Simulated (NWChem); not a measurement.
# GeH3Cl (SMILES [Cl][GeH3]) at 6 levels

We compute a comparison of 6 runs (B2PLYP/def2-TZVP, CAM-B3LYP/def2-TZVP, M06-2X/def2-TZVP, M06-L/def2-TZVP, PBE0/def2-TZVP, r2SCAN/def2-TZVP) of GeH3Cl. 

The calculation is run with NWChem 7.3.0.

**1. The system as given**

GeH3Cl has 5 atoms, charge 0, and is taken as a singlet. As SMILES, `[Cl][GeH3]`. The Ge2–H5 distance was set to 3.370 Å, away from the relaxed value. At this shape a bond of the SMILES string is far longer than usual.

Bond lengths: Cl1–Ge2 2.155 Å, Ge2–H3 1.532 Å, Ge2–H4 1.532 Å. Angles: Cl1–Ge2–H3 107.1°, Cl1–Ge2–H4 107.1°, H3–Ge2–H4 111.7°.

**2. A single-point energy at B2PLYP/def2-TZVP (run 1)**

File clgeh3.nw:

```
start clgeh3
memory total 2200 mb

geometry units angstroms noautosym nocenter noautoz
  Cl      -2.863033      -0.981253      -0.579451
  Ge      -0.825433      -0.970053      -1.281351
  H       -0.826833      -0.299953      -2.658851
  H       -0.368233      -2.429853      -1.361351
  H        0.984500       0.782900       0.956700
end

basis spherical bse
  * library def2-TZVP
end

dft
  xc hfexch 0.53 becke88 0.47 lyp 0.73 mp2 0.27
  dftmp2 semidirect
  grid fine
  convergence energy 1e-08
  maxiter 100
  mulliken
  noprint "final vectors analysis"
end

mp2
  freeze core 14
end

task dft energy
```

Started as:

```
$ nwchem clgeh3.nw > clgeh3.out
```

Log:

```text
[...]
          Wavefunction type:  closed shell.
          No. of atoms     :     5
          No. of electrons :    52
[...]
          Charge           :     0
          Spin multiplicity:     1
[...]
          AO basis - number of functions:   103
[...]
              XC Information
              --------------
                     Hartree-Fock (Exact) Exchange  0.530
                    Becke 1988 Exchange Functional  0.470
              Lee-Yang-Parr Correlation Functional  0.730
[...]
 d= 0,ls=0.0,diis     1  -2538.1446325032 -2.71D+03  1.34D-02  5.06D-01     5.4
[...]
 d= 0,ls=0.0,diis    11  -2538.2238523280 -3.83D-09  1.65D-07  2.00D-10    31.3
         Total DFT energy =    -2538.223852328028
      One electron energy =    -3867.606550712012
           Coulomb energy =     1267.825438880308
    Exchange-Corr. energy =     -107.630515569777
 Nuclear repulsion energy =      169.187775073452
[...]
      Total Density - Mulliken Population Analysis
     ---------------------------------------------
    Atom       Charge   Shell Charges
 -----------   ------   -------------------------------------------------------
    1 Cl  17    17.29   2.01  0.44  1.52  1.13  0.83  4.19  1.68  1.11  2.82  1.52  0.01  0.03  0.00
    2 Ge  32    31.65   2.00  2.00  1.17  0.79  0.91  0.54  5.98  4.44  1.56  1.24  0.80  8.88  1.10  0.10  0.13  0.03
    3 H    1     0.95   0.23  0.54  0.17  0.01
    4 H    1     0.95   0.23  0.54  0.17  0.01
    5 H    1     1.17   0.15  0.38  0.63  0.00
[...]
  Basis functions       =    103
[...]
```

It took 38 s on 1 thread of Intel Xeon Platinum 8488C (Sapphire Rapids), shared host; peak memory 0.3 GiB.

**3. The energy at CAM-B3LYP/def2-TZVP (run 2)**

File a.xyz:

```xyz
5

Cl    -2.863033    -0.981253    -0.579451
Ge    -0.825433    -0.970053    -1.281351
H     -0.826833    -0.299953    -2.658851
H     -0.368233    -2.429853    -1.361351
H      0.984500     0.782900     0.956700
```

File run.py:

```python
from ase.io import read
from ase.calculators.nwchem import NWChem

system = read('a.xyz')

calc = NWChem(
    label='a',
    theory='dft',
    memory='2200 mb',
    basis='def2-TZVP',
    basispar='spherical bse',
    dft={'xc': 'xcamb88 1.00 lyp 0.81 vwn_5 0.19 hfexch 1.00', 'cam': '0.33 cam_alpha 0.19 cam_beta 0.46', 'mult': '1', 'grid': 'fine', 'convergence': 'energy 1e-08', 'direct': None, 'iterations': '100', 'mulliken': None},
    task='energy',
)
system.calc = calc

print("Total energy (eV):", round(system.get_potential_energy(), 6))
print("dipole (e A):", system.get_dipole_moment().round(4))
```

Started as:

```
$ export ASE_NWCHEM_COMMAND="nwchem PREFIX.nwi > PREFIX.nwo"
$ python run.py
```

Log:

```text
Total energy (eV): -69090.027176
dipole (e A): [ 0.0133 -0.2887 -0.4787]
```

The calculator wrote a.nwi:

```
title "a"

permanent_dir a

scratch_dir a

start a

geometry units angstrom nocenter noautosym noautoz
  Cl -2.8630330000000002e+00 -9.8125300000000004e-01 -5.7945100000000005e-01
  Ge -8.2543299999999997e-01 -9.7005300000000005e-01 -1.2813509999999999e+00
  H  -8.2683300000000004e-01 -2.9995300000000003e-01 -2.6588509999999999e+00
  H  -3.6823299999999998e-01 -2.4298530000000000e+00 -1.3613510000000000e+00
  H  9.8450000000000004e-01 7.8290000000000004e-01 9.5669999999999999e-01
end

memory 2200 mb

basis spherical bse noprint
   * library def2-TZVP
end

dft
  xc xcamb88 1.00 lyp 0.81 vwn_5 0.19 hfexch 1.00
  cam 0.33 cam_alpha 0.19 cam_beta 0.46
  mult 1
  grid fine
  convergence energy 1e-08
  direct
  iterations 100
  mulliken
end

task dft energy
```

a.nwo:

```text
Northwest Computational Chemistry Package (NWChem) 7.3.0
             --------------------------------------------------------

           Job information
           ---------------

    nwchem branch   = 7.3.0
    use scalapack   = T
    input           = a.nwi
    prefix          = a.
    data base       = a/a.db
    status          = startup
    nproc           =        1

           Memory information
           ------------------

    heap     =     72089596 doubles =      550.0 Mbytes
    stack    =     72089601 doubles =      550.0 Mbytes
    global   =    144179200 doubles =     1100.0 Mbytes (distinct from heap & stack)
    total    =    288358397 doubles =     2200.0 Mbytes
    verify   = yes
    hardfail = no

[... 93 lines left out ...]
  convergence criterion.
[... 19 lines left out ...]
          Convergence on density requested:  1.00D-05
[... 30 lines left out ...]
          Convergence Information
[... 58 lines left out ...]
   convergence    iter        energy       DeltaE   RMS-Dens  Diis-err    time
[... 16 lines left out ...]
           Coulomb energy =     1267.486020388687
[... 7 lines left out ...]
                       DFT Final Molecular Orbital Analysis
[... 768 lines left out ...]
 center of mass
 --------------
 x =  -2.72441834 y =  -1.82335532 z =  -1.99367108

 moments of inertia (a.u.)
 ------------------
          86.275631823472         -13.137582668589         108.395383360986
         -13.137582668589         445.147675081843          -9.768017155835
         108.395383360986          -9.768017155835         399.571589645455

     Multipole analysis of the density
     ---------------------------------

     L   x y z        total         alpha         beta         nuclear
     -   - - -        -----         -----         ----         -------
     0   0 0 0     -0.000000    -26.000000    -26.000000     52.000000

     1   1 0 0      0.025188     71.156982     71.156982   -142.288776
[... 8 lines of this table left out ...]
     2   0 0 2    -22.343616   -132.740749   -132.740749    243.137882

 Task  times  cpu:       68.1s     wall:       68.1s
 Total times  cpu:       68.1s     wall:       68.1s
```

It took 69 s on 1 thread of Intel Xeon Platinum 8488C (Sapphire Rapids), shared host; peak memory 0.12 GiB.

Runs 3 to 5 aren't shown in full; the table further down has their settings and results.

**4. A single-point energy at r2SCAN/def2-TZVP (run 6)**

File clgeh3.nw:

```
start clgeh3
title "ClGeH3"
memory 2200 mb
charge 0
geometry units angstroms noautosym nocenter noautoz
   Cl    -2.863033    -0.981253    -0.579451
   Ge    -0.825433    -0.970053    -1.281351
   H     -0.826833    -0.299953    -2.658851
   H     -0.368233    -2.429853    -1.361351
   H      0.984500     0.782900     0.956700
end
basis spherical bse
   * library def2-TZVP
end
dft
   xc r2scan
   grid fine
   convergence energy 1e-08
   maxiter 100
   mulliken
end
task dft energy
```

Started as:

```
$ nwchem clgeh3.nw > clgeh3.out
```

Log:

```text
[...]
          Wavefunction type:  closed shell.
          No. of atoms     :     5
          No. of electrons :    52
[...]
          Charge           :     0
          Spin multiplicity:     1
[...]
          AO basis - number of functions:   103
[...]
              XC Information
              --------------
                      r^2SCAN Method XC Functional
               r^2SCAN metaGGA Exchange Functional  1.000
                     r^2SCAN Correlation Potential  1.000
[...]
 d= 0,ls=0.0,diis     1  -2538.7485155433 -2.71D+03  1.91D-02  1.03D+00     4.1
[...]
 d= 0,ls=0.0,diis    14  -2538.8525298754 -6.14D-10  2.25D-07  2.46D-10    41.4
         Total DFT energy =    -2538.852529875407
      One electron energy =    -3867.909322309343
           Coulomb energy =     1268.095324808075
    Exchange-Corr. energy =     -108.226307447591
 Nuclear repulsion energy =      169.187775073452
[...]
      Total Density - Mulliken Population Analysis
     ---------------------------------------------
    Atom       Charge   Shell Charges
 -----------   ------   -------------------------------------------------------
    1 Cl  17    17.26   2.01  0.44  1.52  1.13  0.85  4.19  1.67  1.10  2.86  1.45  0.01  0.03  0.00
    2 Ge  32    31.73   2.00  2.00  1.18  0.78  0.96  0.55  5.98  4.45  1.55  1.29  0.78  8.85  1.07  0.15  0.11  0.03
    3 H    1     0.94   0.23  0.54  0.16  0.01
    4 H    1     0.94   0.23  0.54  0.16  0.01
    5 H    1     1.13   0.16  0.42  0.55  0.00
[...]
```

It took 42 s on 1 thread of Intel Xeon Platinum 8488C (Sapphire Rapids), shared host; peak memory 0.12 GiB.

**5. All runs side by side**

```csv
run,level,frozen core orbitals,energy (Eh),dipole moment (D),wall time
1,B2PLYP/def2-TZVP,14,-2538.383925,2.84,38 s
2,CAM-B3LYP/def2-TZVP,–,-2539.011688,2.69,69 s
3,M06-2X/def2-TZVP,–,-2538.860387,2.67,38 s
4,M06-L/def2-TZVP,–,-2538.839367,2.70,61 s
5,PBE0/def2-TZVP,–,-2538.470599,2.49,33 s
6,r2SCAN/def2-TZVP,–,-2538.852530,2.40,42 s
```

**6. Results**

| quantity | value |
| --- | --- |
| run 6: total energy | -2538.85253 Eh |
| run 6: dipole moment | 2.40 D |
| run 6: HOMO energy | -6.18 eV |
| run 6: LUMO energy | -4.93 eV |
| run 6: HOMO–LUMO gap | 1.24 eV |

The dipole moment (its size) runs from 2.40 D (r2SCAN/def2-TZVP) to 2.84 D (B2PLYP/def2-TZVP). A double hybrid's value is that of its SCF part. Over runs 2, 5, 6 the HOMO–LUMO gap runs from 1.24 eV (r2SCAN/def2-TZVP) to 4.28 eV (CAM-B3LYP/def2-TZVP). Totals of different functionals can't be ranked against each other. In runs 1, 2, 3, 4, 5, 6 a closed-shell determinant meets a far-stretched bond, which it describes badly. All runs together took 4.7 min, the longest 69 s.
